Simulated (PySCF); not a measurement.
# SnHSCl (SMILES [SH][Sn][Cl]): a chain of runs

Wanted: a structure relaxation (BLYP-D3(BJ)/ma-def2-SVP), then a single-point energy (DF-CCSD(T)/SBKJC), then the excited states (ADC(2)/BFD-VTZ) of SnHSCl. Input form: a Python script.

The results are computed with PySCF 2.14.0.

1 further run of the same task is left out (for a faulty analytic Hessian).

## 1. The molecule

SnHSCl: 4 atoms, total charge 0, spin state singlet. As SMILES, `[SH][Sn][Cl]`. All atoms were displaced at random from a relaxed shape. The run starts from this shape.

Bond lengths: S1–Sn2 2.464 Å, Sn2–Cl3 2.319 Å, S1–H4 1.307 Å. Angles: S1–Sn2–Cl3 101.1°, Sn2–S1–H4 89.2°.

## 2. A geometry optimisation at BLYP-D3(BJ)/ma-def2-SVP (density fitting, core potential) (run 1)

Contents of input.py:

```python
# [SH][Sn][Cl]
from pyscf import gto, dft
from pyscf import df
from pyscf.geomopt.geometric_solver import kernel as optimise

mol = gto.M(
    atom='''
S      0.198279     1.557885    -0.456810
Sn    -1.369253    -0.337115    -0.308949
Cl     0.007793    -1.990863     0.555376
H      1.117090     0.817637     0.106238
''',
    verbose=3,
    max_memory=1860,
    basis='ma-def2-svp',
    ecp={'Sn': 'def2-svp'},
    spin=0,
)

ks = dft.RKS(mol)
ks.xc = 'blyp'
ks = ks.density_fit(auxbasis=df.aug_etb(mol, beta=2.0))
ks.disp = 'd3bj'
converged, mol_eq = optimise(ks, maxsteps=100, convergence_set='GAU_TIGHT')
print('converged:', converged)
print(mol_eq.tostring())

ks.reset(mol_eq)
mol = mol_eq
ks.kernel()
e_final = ks.e_tot
print('E = %.10f Eh' % e_final)
```

The run is started by

```
$ OMP_NUM_THREADS=1 python input.py
```

What it wrote:

```text
convergence_set           GAU_TIGHT
[... 50 lines left out ...]
Step    0 : Gradient = 3.794e-02/4.423e-02 (rms/max) Energy = -1073.0702819615
[... 105 lines left out ...]
converged SCF energy = -1073.07892986821
[... 104 lines left out ...]
Not rejecting step - energy change meets convergence criteria
[... 106 lines left out ...]
converged SCF energy = -1073.07893099356
[... 116 lines left out ...]
converged SCF energy = -1073.07893098681
[... 116 lines left out ...]
converged SCF energy = -1073.0789309729
[... 113 lines left out ...]
converged SCF energy = -1073.07893087385
[... 105 lines left out ...]
Converged! =D
[... 1 line left out ...]
converged: True
S           0.19624595        1.58017993       -0.43795486
Sn         -1.46680143       -0.30666358       -0.35858850
Cl          0.05185363       -1.99861135        0.60905680
H           1.21787689        0.83320765        0.09438948
converged SCF energy = -1073.07893070347
E = -1073.0789307035 Eh
```

It took 1.9 min on 1 thread of AMD EPYC 9R45 (Zen 5), shared host; peak memory 0.77 GiB.

Step by step:

| step | energy from the first frame kept (eV) | largest force (eV/Å) |
| --- | --- | --- |
| 0 | 0.0000 | 2.2744 |
| 2 | -0.2350 | 0.0546 |
| 4 | -0.2353 | 0.0035 |
| 6 | -0.2353 | 0.0308 |
| 8 | -0.2353 | 0.0173 |
| 10 | -0.2354 | 0.0028 |
| 12 | -0.2354 | 0.0032 |
| 14 | -0.2354 | 0.0031 |
| 16 | -0.2354 | 0.0030 |
| 18 | -0.2354 | 0.0030 |
| 20 | -0.2354 | 0.0029 |
| 22 | -0.2354 | 0.0029 |
| 24 | -0.2354 | 0.0029 |
| 26 | -0.2354 | 0.0029 |
| 28 | -0.2354 | 0.0029 |
| 30 | -0.2354 | 0.0028 |
| 32 | -0.2354 | 0.0028 |
| 34 | -0.2353 | 0.0028 |
| 36 | -0.2353 | 0.0027 |
| 38 | -0.2353 | 0.0027 |
| 40 | -0.2353 | 0.0027 |

After the run. Bond lengths: S1–Sn2 2.516 Å, Sn2–Cl3 2.471 Å, S1–H4 1.373 Å. Angles: S1–Sn2–Cl3 96.9°, Sn2–S1–H4 94.1°.

## 3. The energy at DF-CCSD(T)/SBKJC (core potential) (run 3)

Contents of input.py:

```python
from pyscf import gto, scf, cc

molecule = gto.Mole()
molecule.atom = [
    ('S', (0.196246, 1.580180, -0.437955)),
    ('Sn', (-1.466801, -0.306664, -0.358589)),
    ('Cl', (0.051854, -1.998611, 0.609057)),
    ('H', (1.217877, 0.833208, 0.094389)),
]
molecule.max_memory = 1860
molecule.charge = 0
molecule.basis = 'sbkjc'
molecule.verbose = 4
molecule.ecp = {'S': 'sbkjc', 'Sn': 'sbkjc', 'Cl': 'sbkjc'}
molecule.build()

mf = scf.RHF(molecule)
mf.kernel()

mycc = cc.CCSD(mf).density_fit()
mycc.kernel()
e_t = mycc.ccsd_t()
etot = mycc.e_tot + e_t
print(f'total energy: {etot:.8f} hartree')
dip = mf.dip_moment()
pop, q = mf.mulliken_pop()
```

The run is started by

```
$ OMP_NUM_THREADS=1 python input.py
```

What it wrote:

```text
PySCF version 2.14.0

[... 56 lines left out ...]
converged SCF energy = -28.5220720308016
[... 11 lines left out ...]
WARN: Even tempered Gaussians are generated as DF auxbasis for  Cl S H Sn
[... 24 lines left out ...]
WARN: Even tempered Gaussians are generated as DF auxbasis for  Cl S H Sn
[... 1 line left out ...]
Init t2, MP2 energy = -28.6313984091479  E_corr(MP2) -0.109326378346314
[... 12 lines left out ...]
RCCSD converged
[... 2 lines left out ...]
total energy: -28.65743098 hartree
Dipole moment(X, Y, Z, Debye): -3.31807,  0.35883, -1.09694
[... 31 lines left out ...]
charge of    3H =      0.05334
```

Run time: 0.84 s. Hardware: 1 thread of AMD EPYC 9R45 (Zen 5), shared host; peak memory 0.14 GiB.

## 4. The vertical excitations at ADC(2)/BFD-VTZ (core potential, root kind ee) (run 4)

Contents of start.xyz:

```xyz
4

S      0.196246     1.580180    -0.437955
Sn    -1.466801    -0.306664    -0.358589
Cl     0.051854    -1.998611     0.609057
H      1.217877     0.833208     0.094389
```

Contents of run.py:

```python
from pyscf import gto, adc

mol = gto.Mole()
mol.atom = 'start.xyz'
mol.verbose = 4
mol.basis = 'bfd-vtz'
mol.ecp = 'bfd'
mol.spin = 0
mol.charge = 0
mol.max_memory = 1860
mol.build()

mf = mol.RHF()
mf.kernel()

myadc = adc.ADC(mf)
myadc.method = 'adc(2)'

myadc.method_type = 'ee'
e, vec, osc, x = myadc.kernel(nroots=8)

roots = e * 27.211386
print('root  energy (eV)  strength')
for i, (w, f) in enumerate(zip(roots, osc), 1):
    print('%3d %10.4f %10.5f' % (i, w, f))
```

The run is started by

```
$ OMP_NUM_THREADS=1 python run.py
```

What it wrote:

```text
PySCF version 2.14.0

[... 60 lines left out ...]
converged SCF energy = -28.7241350771627
[... 20 lines left out ...]
adc(2) root 1  |  Energy (Eh) =   0.1433114948  |  Energy (eV) =   3.89970441  |  Osc. strength = 0.06725624  |  conv = True
[... 1 line left out ...]
adc(2) root 3  |  Energy (Eh) =   0.1941299494  |  Energy (eV) =   5.28254499  |  Osc. strength = 0.00055948  |  conv = True
[... 1 line left out ...]
adc(2) root 5  |  Energy (Eh) =   0.2030327984  |  Energy (eV) =   5.52480385  |  Osc. strength = 0.00188833  |  conv = True
[... 1 line left out ...]
adc(2) root 7  |  Energy (Eh) =   0.2168814024  |  Energy (eV) =   5.90164356  |  Osc. strength = 0.02667519  |  conv = True
[... 5 lines left out ...]
  8     5.9016    0.02668
```

It took 33 s on 1 thread of AMD EPYC 9R45 (Zen 5), shared host; peak memory 1.6 GiB.

The roots found:

| excited state | energy (eV) | strength |
| --- | --- | --- |
| 1 | 3.576 | 0.0237 |
| 2 | 3.900 | 0.0673 |
| 3 | 5.061 | 0.0156 |
| 4 | 5.283 | 0.0006 |
| 5 | 5.500 | 0.1341 |
| 6 | 5.525 | 0.0019 |
| 7 | 5.562 | 0.0009 |
| 8 | 5.902 | 0.0267 |

## 5. Results

```
                                                      quantity           value
       run 1, BLYP-D3(BJ)/ma-def2-SVP: total energy at the end  -1073.07893 Eh
                 run 1, BLYP-D3(BJ)/ma-def2-SVP: dipole moment          2.66 D
                   run 1, BLYP-D3(BJ)/ma-def2-SVP: HOMO energy        -6.47 eV
                   run 1, BLYP-D3(BJ)/ma-def2-SVP: LUMO energy        -3.68 eV
                 run 1, BLYP-D3(BJ)/ma-def2-SVP: HOMO–LUMO gap         2.79 eV
             run 1, BLYP-D3(BJ)/ma-def2-SVP: dispersion energy   -28.48 kJ/mol
                         run 3, DF-CCSD(T)/SBKJC: total energy    -28.65743 Eh
 run 3, DF-CCSD(T)/SBKJC: dipole moment (Hartree–Fock density)          3.51 D
  run 3, DF-CCSD(T)/SBKJC: HOMO energy (Hartree–Fock orbitals)       -10.06 eV
  run 3, DF-CCSD(T)/SBKJC: LUMO energy (Hartree–Fock orbitals)        -1.03 eV
run 3, DF-CCSD(T)/SBKJC: HOMO–LUMO gap (Hartree–Fock orbitals)         9.03 eV
                   run 3, DF-CCSD(T)/SBKJC: correlation energy      -135.4 mEh
                       run 3, DF-CCSD(T)/SBKJC: (T) correction       -3.95 mEh
                        run 3, DF-CCSD(T)/SBKJC: T1 diagnostic           0.020
   run 4, ADC(2)/BFD-VTZ: dipole moment (Hartree–Fock density)          2.94 D
    run 4, ADC(2)/BFD-VTZ: HOMO energy (Hartree–Fock orbitals)        -9.70 eV
    run 4, ADC(2)/BFD-VTZ: LUMO energy (Hartree–Fock orbitals)        -0.39 eV
  run 4, ADC(2)/BFD-VTZ: HOMO–LUMO gap (Hartree–Fock orbitals)         9.31 eV
                     run 4, ADC(2)/BFD-VTZ: correlation energy      -464.1 mEh
               run 4, ADC(2)/BFD-VTZ: lowest excitation energy         3.58 eV
```

What this shows: The optimisation (run 1, BLYP-D3(BJ)/ma-def2-SVP) took 40 steps and changed the energy by -0.235 eV. Mulliken charges (run 1, BLYP-D3(BJ)/ma-def2-SVP) run from -0.40 on S1 to +0.55 on Sn2. The T1 diagnostic (run 3, DF-CCSD(T)/SBKJC) of 0.020 is above the customary mark for such species, so a single reference may not serve. The triples (run 3, DF-CCSD(T)/SBKJC) make up 2.9 % of the correlation energy. The brightest of the 8 transitions from the ground state lies at 5.50 eV (225 nm, f = 0.134); the lowest, at 3.58 eV, has f = 0.024. Mulliken charges (run 4, ADC(2)/BFD-VTZ) of the mean-field density run from -0.48 on Cl3 to +0.81 on Sn2; they depend strongly on the basis.
